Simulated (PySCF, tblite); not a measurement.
# CH8BBrGe2: geometry, infrared bands and NMR shifts

Wanted: the infrared bands and NMR shifts of CH8BBrGe2 (`C[B]([GeH3])[GeH2][Br]`), by calculation.

Programs: tblite 0.8.0 and PySCF 2.14.0, with density-fitted response routines of our own. Each step states its level of theory. These are calculated values for one molecule in the gas phase, unless marked as measured. Atoms are numbered from 0 throughout.

## (1) Starting geometry

13 atoms, charge 0, multiplicity 1; geometry from: force field or distance geometry start.

Bonds of the start (Å): C0–B1 1.58, B1–Ge2 2.04, B1–Ge3 2.01, Ge3–Br4 2.35, C0–H5 1.10, C0–H6 1.11, C0–H7 1.11, Ge2–H8 1.55, Ge2–H9 1.55, Ge2–H10 1.54, Ge3–H11 1.55, Ge3–H12 1.55.

## (2) Optimising the geometry with GFN2-xTB

Job settings and geometry (Å):

```
{"job": {"kind": "relax", "xc": "GFN2-xTB", "basis": "xTB"}, "charge": 0, "multiplicity": 1}
C     -0.304600     1.757400    -0.114800
B     -0.034600     0.204300    -0.071000
Ge     1.873900    -0.498900    -0.002600
Ge    -1.570800    -1.095200    -0.048200
Br    -1.471600    -2.376000     1.914500
H      0.638500     2.321500    -0.119500
H     -0.908200     2.059800     0.770000
H     -0.875400     2.005400    -1.031500
H      2.624700    -0.031100    -1.275100
H      1.836700    -2.045300     0.051700
H      2.572800     0.055900     1.253500
H     -1.473200    -2.038300    -1.271800
H     -2.912400    -0.319000    -0.072800
```

Run with:

```bash
> OMP_NUM_THREADS=1 python probes_run.py task.json out
```

The driver reads the jobs from task.json and runs them one after another.

What it wrote:

```text
step      E/eV     max force
  0    -418.78653    0.753
  1    -418.84363    0.664
  2    -418.99660    0.604
  3    -419.01416    0.426
  4    -419.04770    0.371
  5    -419.05690    0.384
  6    -419.07713    0.256
  7    -419.08516    0.233
  8    -419.09183    0.219
  9    -419.09629    0.250
 10    -419.10021    0.172
 11    -419.10186    0.116
 12    -419.10247    0.072
 13    -419.10275    0.037
 14    -419.10297    0.042
 15    -419.10321    0.052
 16    -419.10347    0.061
 17    -419.10370    0.044
 18    -419.10387    0.037
 19    -419.10400    0.031
 20    -419.10412    0.035
 21    -419.10422    0.029
 22    -419.10432    0.023
 23    -419.10444    0.027
 24    -419.10460    0.038
 25    -419.10484    0.047
 26    -419.10512    0.042
 27    -419.10536    0.039
 28    -419.10556    0.040
 29    -419.10576    0.046
 30    -419.10596    0.044
 31    -419.10612    0.027
 32    -419.10623    0.026
 33    -419.10635    0.039
 34    -419.10650    0.049
 35    -419.10670    0.050
 36    -419.10686    0.033
 37    -419.10694    0.023
 38    -419.10699    0.019
 39    -419.10704    0.023
 40    -419.10710    0.023
 41    -419.10716    0.018
 42    -419.10719    0.013
 43    -419.10721    0.015
 44    -419.10726    0.018
 45    -419.10732    0.026
 46    -419.10740    0.029
 47    -419.10746    0.019
 48    -419.10749    0.011
 49    -419.10751    0.010
 50    -419.10753    0.013
 51    -419.10755    0.017
 52    -419.10758    0.016
 53    -419.10760    0.012
 54    -419.10763    0.014
 55    -419.10766    0.020
 56    -419.10771    0.031
 57    -419.10778    0.038
 58    -419.10787    0.035
 59    -419.10797    0.022
 60    -419.10805    0.023
 61    -419.10814    0.026
 62    -419.10829    0.042
 63    -419.10855    0.057
 64    -419.10895    0.056
 65    -419.10938    0.046
 66    -419.10969    0.053
 67    -419.10996    0.064
 68    -419.11028    0.084
 69    -419.11063    0.092
 70    -419.11124    0.071
 71    -419.11215    0.076
 72    -419.11263    0.083
 73    -419.11350    0.083
 74    -419.11426    0.081
 75    -419.11462    0.118
 76    -419.11560    0.071
 77    -419.11600    0.052
 78    -419.11665    0.059
 79    -419.11695    0.064
 80    -419.11797    0.083
 81    -419.11950    0.075
 82    -419.11937    0.175
 83    -419.12261    0.070
 84    -419.12384    0.107
 85    -419.12456    0.037
 86    -419.12553    0.049
 87    -419.12483    0.188
 88    -419.12681    0.048
 89    -419.12733    0.069
 90    -419.12815    0.141
 91    -419.12909    0.068
 92    -419.13051    0.056
 93    -419.13199    0.077
 94    -419.13175    0.111
 95    -419.13274    0.049
 96    -419.13283    0.032
 97    -419.13295    0.031
 98    -419.13306    0.020
 99    -419.13316    0.030
100    -419.13329    0.039
101    -419.13342    0.050
102    -419.13360    0.048
103    -419.13382    0.041
104    -419.13415    0.033
105    -419.13451    0.048
106    -419.13489    0.062
107    -419.13512    0.077
108    -419.13555    0.056
109    -419.13597    0.053
110    -419.13678    0.097
111    -419.13784    0.091
112    -419.13948    0.094
113    -419.13731    0.242
114    -419.14179    0.097
115    -419.14300    0.091
116    -419.14354    0.217
117    -419.14596    0.055
118    -419.14661    0.050
119    -419.14761    0.119
120    -419.14844    0.076
121    -419.14984    0.065
122    -419.15283    0.083
123    -419.15356    0.154
124    -419.15482    0.094
125    -419.15592    0.090
126    -419.15653    0.057
127    -419.15696    0.046
128    -419.15739    0.044
129    -419.15768    0.042
130    -419.15795    0.028
131    -419.15811    0.025
132    -419.15819    0.021
133    -419.15827    0.026
134    -419.15841    0.031
135    -419.15869    0.036
136    -419.15893    0.038
137    -419.15920    0.040
138    -419.15950    0.041
139    -419.15989    0.041
140    -419.16030    0.039
141    -419.16065    0.038
142    -419.16083    0.031
143    -419.16085    0.030
144    -419.16104    0.019
145    -419.16112    0.017
146    -419.16121    0.016
147    -419.16125    0.011
148    -419.16127    0.010
149    -419.16129    0.011
150    -419.16131    0.012
151    -419.16135    0.021
152    -419.16141    0.028
153    -419.16150    0.032
154    -419.16160    0.026
155    -419.16166    0.023
156    -419.16172    0.019
157    -419.16176    0.015
158    -419.16179    0.009
```

It took 1.1 s on 1 thread of Arm Neoverse V1, shared host.

Along the way: (not every step is listed)

```
step  energy from step 0 (eV)  largest force (eV/Å)
   0                   0.0000                0.7534
   1                  -0.0571                0.6637
   2                  -0.2101                0.6045
   3                  -0.2276                0.4258
   4                  -0.2612                0.3710
   5                  -0.2704                0.3842
   6                  -0.2906                0.2564
   7                  -0.2986                0.2332
   8                  -0.3053                0.2193
  22                  -0.3178                0.0232
  36                  -0.3203                0.0328
  50                  -0.3210                0.0127
  64                  -0.3224                0.0558
  78                  -0.3301                0.0588
  92                  -0.3440                0.0559
 106                  -0.3484                0.0616
 120                  -0.3619                0.0759
 134                  -0.3719                0.0312
 148                  -0.3747                0.0100
 153                  -0.3750                0.0321
 154                  -0.3751                0.0258
 155                  -0.3751                0.0227
 156                  -0.3752                0.0188
 157                  -0.3752                0.0147
 158                  -0.3753                0.0086
```

Close pairs (by a distance rule), those that changed most:

```
   bond  before (Å)  after (Å)  change (Å)
 Ge2–H8       1.550      1.497      -0.053
 Ge2–H9       1.548      1.497      -0.051
Ge2–H10       1.541      1.495      -0.045
Ge3–Br4       2.346      2.301      -0.045
Ge3–H12       1.550      1.520      -0.030
 B1–Ge2       2.035      2.006      -0.029
Ge3–H11       1.548      1.521      -0.027
  C0–B1       1.577      1.555      -0.022
```

The end geometry stands in the next job.

## (3) Infrared spectrum with GFN2-xTB

Job settings and geometry (Å):

```
{"job": {"kind": "ir", "xc": "GFN2-xTB", "basis": "xTB"}, "charge": 0, "multiplicity": 1}
C     -0.260487     1.605996     0.515788
B      0.040136     0.163678     0.019039
Ge     1.918878    -0.408569    -0.388104
Ge    -1.476472    -1.164373    -0.166066
Br    -3.508874    -0.192285     0.299494
H      0.482494     2.350827     0.226545
H     -0.235290     1.571362     1.612172
H     -1.254236     1.984242     0.263011
H      2.216300    -0.434626    -1.854675
H      2.297084    -1.788644     0.050563
H      2.979519     0.481507     0.176934
H     -1.476337    -2.375554     0.754324
H     -1.727103    -1.793074    -1.526753
```

What it wrote:

```text
mode    cm-1     km/mol
  1      18.4      5.34
  2      38.9      0.60
  3      63.0      7.60
  4      79.5      1.14
  5     109.6      0.02
  6     171.8     13.96
  7     216.1      5.21
  8     283.6     10.31
  9     312.1      1.75
 10     331.5      2.50
 11     438.9     53.30
 12     457.1     61.25
 13     615.4      1.98
 14     640.5     32.31
 15     683.5    503.14
 16     707.9     19.43
 17     818.2    422.25
 18     857.7    235.11
 19     885.9    106.56
 20     892.1     91.26
 21     975.1     18.59
 22    1066.4     36.14
 23    1368.4     49.60
 24    1433.2     10.21
 25    1470.4     10.86
 26    1833.4    296.13
 27    1890.9    401.27
 28    1991.7    243.59
 29    2061.2    428.03
 30    2072.4    480.23
 31    2921.7      8.13
 32    2972.5     30.96
 33    2989.6     10.34
```

Run time: 0.43 s. Hardware: 1 thread of Arm Neoverse V1, shared host.

The strongest bands and the atoms that carry them (share of the mass-weighted mode):

```
cm⁻¹  km/mol                       atoms
 684   503.1          H11 43 %, H12 37 %
 818   422.2  H8 33 %, H9 29 %, H10 29 %
 858   235.1          H11 45 %, H12 45 %
1833   296.1          H11 58 %, H12 41 %
1891   401.3          H12 58 %, H11 41 %
1992   243.6  H9 35 %, H8 34 %, H10 30 %
2061   428.0            H8 57 %, H9 40 %
2072   480.2           H10 67 %, H9 24 %
```

## (4) Shielding tensors: PBE0/pcSseg-1

Same as in step 3 but for these lines:

```diff
@@ -1,2 +1,2 @@
-{"job": {"kind": "ir", "xc": "GFN2-xTB", "basis": "xTB"}, "charge": 0, "multiplicity": 1}
+{"job": {"kind": "nmr", "xc": "PBE0", "basis": "pcSseg-1"}, "charge": 0, "multiplicity": 1}
 C     -0.260487     1.605996     0.515788
```

With the program's defaults for keys left out, this is: GIAO PBE0/pcSseg-1 NMR shielding, non-relativistic, gas phase.

What it wrote:

```text
coarse grid: 52304 points
cycle   1  E = -6794.2057425602  dE = -2.260e+00  |g| = 1.371e+00  |ddm| = 3.533e+00
cycle   2  E = -6794.1761112706  dE =  2.963e-02  |g| = 1.224e+00  |ddm| = 1.247e+00
cycle   3  E = -6794.3056194414  dE = -1.295e-01  |g| = 1.987e-01  |ddm| = 8.410e-01
cycle   4  E = -6794.3100468442  dE = -4.427e-03  |g| = 4.270e-02  |ddm| = 1.584e-01
cycle   5  E = -6794.3102212010  dE = -1.744e-04  |g| = 7.711e-03  |ddm| = 3.862e-02
cycle   6  E = -6794.3102319741  dE = -1.077e-05  |g| = 1.817e-03  |ddm| = 9.996e-03
cycle   7  E = -6794.3102323954  dE = -4.213e-07  |g| = 5.096e-04  |ddm| = 1.715e-03
final grid: 104544 points
cycle   8  E = -6794.3101864306  dE = -4.026e-08  |g| = 5.860e-04  |ddm| = 2.436e-03
cycle   9  E = -6794.3101864204  dE =  1.022e-08  |g| = 6.560e-04  |ddm| = 1.315e-03
cycle  10  E = -6794.3101864920  dE = -7.157e-08  |g| = 4.362e-05  |ddm| = 6.595e-04
cycle  11  E = -6794.3101864922  dE = -2.119e-10  |g| = 9.553e-06  |ddm| = 3.916e-05
converged SCF energy = -6794.3101864922

GIAO shielding tensors (ppm)
atom      isotropic    diamagn.    paramagn.     s11        s22        s33       span
  0 C      153.198     252.882     -99.684    116.108    156.159    187.327     71.218
  1 B      -38.080     192.650    -230.729   -144.800   -101.704    132.265    277.065
  2 Ge    1681.063    2755.123   -1074.060   1587.822   1695.745   1759.622    171.800
  3 Ge    1452.423    2754.041   -1301.618   1215.508   1438.898   1702.864    487.356
  4 Br    2934.434    3124.004    -189.569   2819.984   2971.218   3012.101    192.117
  5 H       28.682      30.247      -1.565     24.259     28.861     32.927      8.667
  6 H       30.209      29.183       1.026     24.913     30.178     35.536     10.623
  7 H       28.232      29.967      -1.735     22.439     29.309     32.950     10.511
  8 H       28.275      28.760      -0.485     21.877     23.291     39.658     17.781
  9 H       28.225      28.909      -0.684     21.116     24.182     39.378     18.262
 10 H       28.415      29.138      -0.723     21.568     23.582     40.096     18.528
 11 H       26.033      27.704      -1.671     17.580     23.468     37.052     19.472
 12 H       26.007      27.702      -1.695     17.473     23.515     37.032     19.559
```

Wall time 48 s (1 thread of Arm Neoverse V1, shared host); peak memory 0.92 GiB.

The references, computed at this level on geometries of the same kind, shield at (ppm): ¹H TMS 31.72, ¹³C TMS 186.9, ¹¹B BF3·OEt2 100.1, ⁷³Ge GeMe4 1331, ⁷⁹Br HBr 2622. Their shielding less the atom's gives the shift. The references are single molecules in the gas phase. Atoms listed in one row are averaged.

```
      atoms                              environment  σ (ppm)  δ (ppm)
         C0                methyl carbon bonded to B    153.2     33.7
   H11, H12  hydrogen on a germanium bonded to B, Br    26.02     5.70
H8, H9, H10      hydrogen on a germanium bonded to B    28.31     3.41
 H5, H6, H7  hydrogen on a methyl carbon bonded to B    29.04     2.68
         B1                  boron bonded to C, 2 Ge    -38.1    138.1
        Ge3           germanium bonded to B, Br, 2 H     1452     -121
        Ge2               germanium bonded to B, 3 H     1681     -350
        Br4                     bromine bonded to Ge     2934     -312
```

The run also stored atomic charges by several schemes (e):

```
atoms  Mulliken    IAO  Hirshfeld  ESP fit
   C0     -0.50  -0.55      -0.19    -0.54
   B1     -0.04  -0.13       0.07     0.46
  Ge2      0.05   0.32       0.21     0.01
  Ge3      0.34   0.47       0.25    -0.13
  Br4     -0.39  -0.29      -0.16    -0.17
```

Mayer bond orders: C0–B1 1.12, B1–Ge2 0.89, B1–Ge3 0.92, Ge3–Br4 0.88.

## (5) Outcome

| quantity | value |
| --- | --- |
| strongest single infrared mode (GFN2-xTB) | 684 cm⁻¹, 503 km/mol |
| zero-point energy (GFN2-xTB) | 48.1 kcal/mol |
| ¹³C shifts against TMS (PBE0/pcSseg-1) | 33.7 ppm |
| ¹H shifts against TMS (PBE0/pcSseg-1, means over atoms taken as alike) | 5.70, 3.41, 2.68 ppm |
| ¹¹B shifts against BF3·OEt2 (PBE0/pcSseg-1) | 138.1 ppm |
| ⁷³Ge shifts against GeMe4 (PBE0/pcSseg-1) | -121, -350 ppm |
| ⁷⁹Br shifts against HBr (PBE0/pcSseg-1) | -312 ppm |

The optimisation took 158 steps and gained 0.375 eV; among the close pairs (by a distance rule), Ge2–H8 changed most, from 1.550 to 1.497 Å. No mode is imaginary among the 33: a minimum at this level. The strongest single mode, at 684 cm⁻¹, moves mainly H11 and H12. Unscaled tight-binding wavenumbers are off by several per cent, some by more. Its intensities can rank the bands wrongly. At PBE0/pcSseg-1: Shielding is most anisotropic at Ge3 (span 487 ppm, paramagnetic term -1302 ppm). Spin-orbit coupling is left out, which matters for shieldings and couplings at and beside the heavy atoms.
